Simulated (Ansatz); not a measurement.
Pt, space group P6_3/mmc, cell relaxations under several functionals

Computed with the Python package of Ansatz (0.2.0).

At the Python prompt:
```pycon
>>> import ansatz as az
>>> import numpy as np
>>> def edges_and_angles(cell):
...     cell = np.asarray(cell)
...     a, b, c = np.linalg.norm(cell, axis=1)
...     cosines = cell[1] @ cell[2] / (b * c), cell[0] @ cell[2] / (a * c), cell[0] @ cell[1] / (a * b)
...     return (a, b, c, *np.degrees(np.arccos(cosines)))
...
>>> crystal = (
...     az.Lattice.from_parameters(2.76066562, 2.76066562, 4.792134, alpha=90, beta=90, gamma=120)
...     .space_group(194)
...     .atom('Pt', [2 / 3, 1 / 3, 0.75])
... )
>>> len(crystal.resolved().sites)
2
>>> model = (
...     crystal.calculation()
...     .basis(20 * az.Ha)
...     .kpoints(density=4.1)
...     .occupations('Marzari-Vanderbilt', width=100 * az.meV)
...     .relax(cell=True, force_tolerance=0.005)
... )
>>> levels = [('lda', 'none'), ('r2scan', 'd4'), ('blyp', 'd3bj')]
>>> print('level            a       b       c    alpha   beta  gamma  V/atom  steps')
level            a       b       c    alpha   beta  gamma  V/atom  steps
>>> for name, dispersion in levels:
...     seen = []
...     run = model.functional(name, dispersion=dispersion).session().plan()
...     res = run.execute(on_event=lambda e: seen.append(e) if e['event'] == 'relax_step' else None)
...     cell = res.lattice.cell_ang
...     label = name if dispersion == 'none' else f'{name}+{dispersion}'
...     print('{:13s} {:7.4f} {:7.4f} {:7.4f} {:6.2f} {:6.2f} {:6.2f}'.format(label, *edges_and_angles(cell)), f'{abs(np.linalg.det(cell)) / len(res.lattice.sites):7.3f} {len(seen):5d}')
...
lda            2.7129  2.7129  4.6604  90.00  90.00 120.00  14.853     7
r2scan+d4      2.7308  2.7308  4.7352  90.00  90.00 120.00  15.290     5
blyp+d3bj      2.7457  2.7457  4.7418  90.00  90.00 120.00  15.479     6
```

From smallest to largest: LDA (14.85 Å³ an atom, -6.1 % against the start), r2SCAN+D4 (15.29 Å³ an atom, -3.3 % against the start) and BLYP+D3BJ (15.48 Å³ an atom, -2.1 % against the start). The spread is 4.2 % in volume.

Notes:
- Forces vanish by symmetry, so the ions can't move, and the end may be a saddle.
- BLYP and dispersion corrections can be off by several per cent in the lattices of metals, and by several GPa in the pressure at a fixed cell.
- The mesh is modest for a metal, so energies can be off by several to tens of meV an atom and pressures by half a GPa or more; differences at equal mesh fare better.
- Spin-orbit coupling, which matters for elements this heavy, is left out.
- This isn't the structure that Pt takes at ambient conditions.
- The whole script took 48 s on 1 thread of Arm Neoverse V2, on a shared host, peak memory 0.55 GiB.
